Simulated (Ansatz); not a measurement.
**BCl2H3O: a saddle search**

Aim: find the first-order saddle near the start with the program's own search, from a guess of the mode.

The runs use Ansatz 0.2.0, Gaussian basis; CAM-B3LYP-D4/def2-SVP.

## (1) Starting geometry

The start, a known saddle point with all atoms moved at random by about 0.06 Å a coordinate: 7 atoms, charge 0, spin multiplicity 1.

Atoms are counted from 1 here; the program's logs count them from 0.

Bond lengths: B1–H2 1.321 Å, B1–Cl3 1.785 Å, B1–Cl4 1.776 Å, B1–H5 1.360 Å, B1–O6 1.501 Å, O6–H7 0.892 Å. Angles: H2–B1–Cl3 108.7°, H2–B1–Cl4 102.2°, H2–B1–H5 43.7°, H2–B1–O6 96.0°, Cl3–B1–Cl4 117.4°, Cl3–B1–H5 117.7°, Cl3–B1–O6 113.0°, Cl4–B1–H5 122.2°, Cl4–B1–O6 116.2°, H5–B1–O6 52.6°, B1–O6–H7 108.4°.

Geometry (Å):

```
B    -0.3900   -0.0374   -0.1277
H    -0.0872   -1.1907    0.4404
Cl   -0.1349   -0.1816   -1.8884
Cl   -2.0512    0.2340    0.4370
H     0.5887   -0.5025    0.6940
O     0.6809    0.7614    0.5576
H     1.2665    1.0343   -0.0576
```

## (2) The search

run/in.yaml reads:

```yaml
crystal:
  periodic: [false, false, false]
  atoms:
    - {symbol: B, position_ang: [-0.389951, -0.037353, -0.127739]}
    - {symbol: H, position_ang: [-0.087196, -1.190710, 0.440412]}
    - {symbol: Cl, position_ang: [-0.134856, -0.181577, -1.888399]}
    - {symbol: Cl, position_ang: [-2.051239, 0.233987, 0.437017]}
    - {symbol: H, position_ang: [0.588702, -0.502539, 0.693981]}
    - {symbol: O, position_ang: [0.680883, 0.761385, 0.557648]}
    - {symbol: H, position_ang: [1.266462, 1.034276, -0.057620]}
basis:
  gaussian: {orbitals: def2-SVP}
hamiltonian: {xc: {name: CAM-B3LYP}, dispersion: d4}
saddle:
  f_tol: 0.02
  max_steps: 40
  mode_guess:
    - [0.1758, 0.4798, 0.0284]
    - [0.1578, -0.0844, 0.1477]
    - [0.0223, -0.0754, 0.0418]
    - [0.0586, -0.0975, 0.0419]
    - [-0.3641, -0.6270, -0.0832]
    - [-0.0992, 0.2920, -0.1288]
    - [0.0488, 0.1125, -0.0479]
```

Command:

```sh
$ ansatz run in.yaml --threads 2 --pin off --events-out ev --progress --plain --max-ram 4352MiB
```

Before running it: what results should come out? Wanted: energy change; last largest force; RMSD from the start; RMSD from the known saddle.

**Answer**, as computed:

| quantity | value |
| --- | --- |
| steps | 8 |
| energy change | -23.5 kJ/mol |
| last largest force | 0.0092 eV/Å |
| RMSD from the start | 0.052 Å |
| RMSD from the known saddle | 0.013 Å |

In words: It converged in 8 steps at a force tolerance of 0.02 eV/Å. It is back at the known saddle, up to the shift that another level brings.
